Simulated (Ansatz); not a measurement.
# BH₄NOSi: one species, many methods

An exercise on one series of results from a longer session: the logs are not shown, and one member is left open.

Computed with Ansatz 0.2.0, Gaussian basis. Level: functionals in def2-TZVPP, the program's frozen cores in correlated methods.

Levels to be run: LDA (SPW92), PBE-D4, revPBE-D4, BLYP-D4, r2SCAN-D4, B97M-V, PBE0-D4, B3LYP-D4, r2SCANh-D4, r2SCAN0-D4, HSE06-D4, BHLYP-D4, CAM-B3LYP-D4, LC-ωPBE, ωB97X-V, ωB97M-V, B2PLYP, PBE-QIDH; CCSD(T)/def2-SVP; CCSD(T)/def2-TZVPP; MP2/def2-QZVPP; extrapolation to the limit; RPA on PBE.

## Structure used throughout

All runs share one geometry, relaxed beforehand with PBE0-D4 in a triple-zeta def2 set.

SMILES `O[SiH]1BN1`, 8 atoms, charge 0, spin multiplicity 1.

Atoms are counted from 1 here; the program's logs count them from 0.

Bond lengths: O1–Si2 1.644 Å, O1–H5 0.958 Å, Si2–B3 1.907 Å, Si2–N4 1.741 Å, Si2–H6 1.485 Å, B3–N4 1.392 Å, B3–H7 1.188 Å, N4–H8 1.011 Å. Angles: Si2–O1–H5 116.9°, O1–Si2–B3 124.0°, O1–Si2–N4 118.0°, O1–Si2–H6 107.8°, B3–Si2–N4 44.6°, B3–Si2–H6 128.1°, N4–Si2–H6 114.0°, Si2–B3–N4 61.4°, Si2–B3–H7 163.8°, N4–B3–H7 134.7°, Si2–N4–B3 74.1°, Si2–N4–H8 150.7°, B3–N4–H8 135.2°.

The first run:

Contents of in.yaml:

```yaml
crystal:
  periodic: [false, false, false]
  atoms:
    - {symbol: O, position_ang: [-0.643433, 1.097178, -1.432590]}
    - {symbol: Si, position_ang: [0.063540, 0.650348, -0.017183]}
    - {symbol: B, position_ang: [1.159990, -0.897331, 0.184688]}
    - {symbol: N, position_ang: [-0.182507, -0.980089, 0.541957]}
    - {symbol: H, position_ang: [-1.337360, 1.756132, -1.382259]}
    - {symbol: H, position_ang: [-0.249128, 1.690466, 0.995960]}
    - {symbol: H, position_ang: [2.068834, -1.662894, 0.164557]}
    - {symbol: H, position_ang: [-0.787936, -1.710909, 0.889071]}
basis:
  gaussian: {orbitals: def2-TZVPP}
hamiltonian: {xc: lda}
output: {orbitals: {seedname: orbitals}}
```

Launch:

```bash
$ ansatz run in.yaml --threads 2 --pin off --events-out ev --progress --plain --max-ram 4352MiB
```

Among the steps run: LDA; PBE-D4 (GGA); revPBE-D4 (GGA); BLYP-D4 (GGA); r2SCAN-D4 (meta-GGA); B97M-V (meta-GGA); PBE0-D4 (hybrid); B3LYP-D4 (hybrid); r2SCANh-D4 (hybrid); r2SCAN0-D4 (hybrid); HSE06-D4 (hybrid); BHLYP-D4 (hybrid); CAM-B3LYP-D4 (range-separated); LC-ωPBE (range-separated); ωB97X-V (range-separated); ωB97M-V (range-separated); B2PLYP (double hybrid); PBE-QIDH (double hybrid).

One table of the session follows, with a row left open; its other results are not shown here.

It belongs to the step «Frontier levels by functional». 

```
  functional  HOMO (eV)  gap (eV)
 LDA (SPW92)      -5.88      4.32
      PBE-D4      -5.79      4.47
   revPBE-D4      -5.75      4.52
     BLYP-D4      -5.67      4.51
   r2SCAN-D4      -6.00      4.99
      B97M-V      -6.07      5.03
     PBE0-D4      -6.94      6.60
    B3LYP-D4          ?         ?
  r2SCANh-D4      -6.42      5.76
  r2SCAN0-D4      -7.07      6.91
    HSE06-D4      -6.54      5.82
    BHLYP-D4      -8.01      8.67
CAM-B3LYP-D4      -8.27      9.03
     LC-ωPBE      -9.58     11.51
     ωB97X-V      -9.25     11.07
     ωB97M-V      -9.06     10.62
```

**Question.** Estimate the row for B3LYP-D4.

Worked estimate for «HOMO (eV)». Against the share of exact exchange, BLYP-D4 (0, -5.67), BHLYP-D4 (0.5, -8.01) give a slope of -4.68 per unit share; at 0.2 the line stands at -6.61.

The run gave: HOMO (eV): -6.75; gap (eV): 6.20. In «HOMO (eV)» the line misses by +0.14.
